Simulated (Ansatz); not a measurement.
A first try at an atomisation energy of C₂H₄BN, SMILES BC1C=N1, using the Python package of Ansatz (0.2.0).

`c2h4bn_tae.py`:
```python
"""Energy to split C2H4BN into its atoms."""

from collections import Counter

import ansatz as az


def energy_of(molecule, charge=0, unpaired=0):
    calc = molecule.calculation().basis(gaussian="cc-pVTZ").correlation("mp2")
    if charge:
        calc = calc.charge(charge)
    if unpaired:
        calc = calc.spin("collinear", total=unpaired)
    report = calc.run(threads=1, pin="off").report()
    if report["published_state_doubts"]:
        print("  doubts:", report["published_state_doubts"])
    return report["free_energy_ev"]

mol = (
    az.Crystal.molecule()
    .atom("B", [-0.4499, 1.0348, -0.2005])
    .atom("C", [0.5569, -0.0766, 0.0446])
    .atom("C", [-0.0314, -1.2978, 0.1307])
    .atom("N", [0.5237, -0.5997, 1.2772])
    .atom("H", [-0.8094, 1.345, -1.3359])
    .atom("H", [-0.9082, 1.7451, 0.6851])
    .atom("H", [1.6261, -0.0533, -0.3396])
    .atom("H", [-0.4158, -2.1546, -0.3176])
)

# unpaired electrons of the ground-state atoms
unpaired = {"B": 1, "C": 2, "N": 3, "H": 1}
counts = Counter(site.symbol for site in mol.cartesian_sites)
atom_energy = {s: energy_of(az.Crystal.molecule().atom(s, (0, 0, 0)), 0, unpaired[s]) for s in counts}
whole = energy_of(mol, 0, 0)
for s, e in atom_energy.items():
    print(f"{s:2s} x{counts[s]}  {e:14.5f} eV")
print(f"C2H4BN: {whole:.5f} eV")
split = sum(counts[s] * e for s, e in atom_energy.items()) - whole
print(f"atomisation energy (no zero-point term): {23.060548 * split:.1f} kcal/mol, {split / sum(counts.values()):.3f} eV an atom")
```

```console
$ python c2h4bn_tae.py
Traceback (most recent call last):
  File "c2h4bn_tae.py", line 34, in <module>
    atom_energy = {s: energy_of(az.Crystal.molecule().atom(s, (0, 0, 0)), 0, unpaired[s]) for s in counts}
                      ~~~~~~~~~^^^^^^^^^^^^^^^^^^^^^^^^^^^^^^^^^^^^^^^^^^^^^^^^^^^^^^^^^^
  File "c2h4bn_tae.py", line 14, in energy_of
    report = calc.run(threads=1, pin="off").report()
TypeError: 'dict' object is not callable
```

What is wrong, and how is it mended?

The fault: report is a dict, not a method. Mended:

```diff
--- before
+++ after
@@ -13,3 +13,3 @@
         calc = calc.spin("collinear", total=unpaired)
-    report = calc.run(threads=1, pin="off").report()
+    report = calc.run(threads=1, pin="off").report
     if report["published_state_doubts"]:
```

The mended script runs so:

```console
$ python c2h4bn_tae.py
B  x1      -668.75107 eV
C  x2     -1027.46078 eV
N  x1     -1482.92847 eV
H  x4       -13.60052 eV
C2H4BN: -4290.57962 eV
atomisation energy (no zero-point term): 682.0 kcal/mol, 3.697 eV an atom
```

Caveats:
- Total energies depend on the basis set; only differences at equal settings carry meaning.
- The geometry is a force-field or estimated start, not a minimum of this method, and the basis set is short of its limit. All parts are taken at fixed geometry, without zero-point energy.
- It ran for 6.1 s on 1 thread of Intel(R) Xeon(R) 6975P-C (Granite Rapids), on a shared host, peak memory 0.36 GiB.

(Lines on the test bed's own set-up are left out of the output.)
